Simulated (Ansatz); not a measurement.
Working through a single point from an input typed as a dict of PtPb, space group P6_3/mmc

With Ansatz 0.2.0, Python API.

The cells in order, each with its output:

```python
from collections import Counter

import ansatz as az
import numpy as np
```

```python
config = {
    "crystal": {
        "lattice": [[4.26, 0.0, 0.0], [-2.13, 3.689268, 0.0], [0.0, 0.0, 5.47]],
        "atoms": [
            {"symbol": "Pt", "position": [0.333333, 0.666667, 0.25]},
            {"symbol": "Pt", "position": [0.666667, 0.333333, 0.75]},
            {"symbol": "Pb", "position": [0.0, 0.0, 0.0]},
            {"symbol": "Pb", "position": [0.0, 0.0, 0.5]},
        ],
    },
    "kpoints": {"mp_grid": {"kspacing": 0.3}},
    "hamiltonian": {"xc": "pbesol"},
    "scf": {"occupations": {"method": "gaussian", "width": 0.05}},
    "basis": {"ecutwfc": "38 Ry", "ecutrho_ratio": 8},
    "output": {"forces": True, "stress": True},
}
```

```python
planned = az.Session.from_dict(config).plan(threads=1, pin="off")
result = planned.execute()
report = result.report
```

    DeckWarning: the atoms were moved onto the symmetric positions of the space group found under crystal.symmetry.tolerance 1.0e-5 (fractional; no operation is sought that the atoms, as they stand in a [...]

```python
report["n_kpoints"], report["n_symmetry_ops"], report["n_pw"]
```

    (21, 24, 2259)

```python
print(f"free energy      {report['free_energy_ev']:.5f} eV")
print(f"per atom         {report['free_energy_ev'] / len(result.lattice.sites):.5f} eV")
print(f"SCF iterations   {report['n_iterations']}  (converged: {report['converged']})")
```

    free energy      -48275.59549 eV
    per atom         -12068.89887 eV
    SCF iterations   6  (converged: True)

```python
# forces in eV per angstrom
forces = np.array(report["forces_ev_ang"])
norms = np.linalg.norm(forces, axis=1)
print("largest force {:.4f} eV/A on atom {}".format(norms.max(), norms.argmax()))
print(np.array2string(forces, precision=4, suppress_small=True))
```

    largest force 0.0000 eV/A on atom 0
    [[ 0.  0. -0.]
     [-0. -0.  0.]
     [ 0.  0. -0.]
     [ 0.  0.  0.]]

```python
# the stress is positive in compression
stress = np.array(report["stress_gpa"])
print(f"pressure {np.trace(stress) / 3:.3f} GPa")
print("stress tensor, GPa, positive in compression")
np.round(stress, 3) + 0.0
```

    pressure 9.102 GPa
    stress tensor, GPa, positive in compression
    array([[ 0.083,  0.   ,  0.   ],
           [ 0.   ,  0.083,  0.   ],
           [ 0.   ,  0.   , 27.139]])

```python
told = Counter((n["data"]["severity"], n["data"]["kind"]) for n in result.notices if n["event"] == "notice")
for (severity, kind), count in sorted(told.items()):
    print(f"{severity:8s} {kind} x{count}")
```

    audit    band_cg_iterations x1
    audit    preconditioner_resolved x1

What to keep in mind:
- These settings explore the input space; cutoff and mesh may be short of convergence.
- No spin polarisation was allowed.
- Spin-orbit coupling, which matters for elements this heavy, is left out.
- At these settings the cell as given stands under about 9 GPa, so it isn't at this functional's equilibrium volume.
- The starting cell is as deposited in a crystallographic database; the results hold for this polymorph, which needn't be the stable one.
- Warnings are shown shortened and without file and line.
- Finished in 4.4 s on 1 thread of Intel(R) Xeon(R) Platinum 8488C (Sapphire Rapids), on a shared host, peak memory 0.57 GiB.

(Lines on the test bed's own set-up are left out of the output.)
